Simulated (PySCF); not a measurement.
FCBrH2, in a box:

```
CELL_PARAMETERS angstrom
12.00000 0.00000 0.00000
0.00000 11.00000 0.00000
0.00000 0.00000 11.00000
ATOMIC_POSITIONS crystal
F 0.58904 0.58756 0.50794
C 0.54430 0.47507 0.50008
Br 0.40306 0.48000 0.41537
H 0.59911 0.41626 0.44763
H 0.52766 0.44009 0.59081
```

Program: PySCF 2.14.0. Alike in all runs: task atomic charges; potentials or basis 6-31g* (all-electron); no spin polarisation; cell as given; k mesh 1 × 1 × 1; smearing fixed.

Problem. Order these runs on this cell by their band gap on the k mesh, lowest first.
A. level SVWN5
B. level r2SCAN0+D4; three-body dispersion term yes; exxdiv ewald
C. level B3PW91+D3; three-body dispersion term no; exxdiv ewald

Solution. A (5.70 eV), C (7.75 eV), B (8.57 eV).

Caveats: this is a molecule in a periodic box at the Γ point, so its band gap is the HOMO-LUMO gap; relativity is left out, which matters for the heavier elements; the basis of atomic orbitals isn't converged, which shifts pressures, moduli and gaps.

A k mesh can miss the band edges.

Not every run made on this cell is shown here.
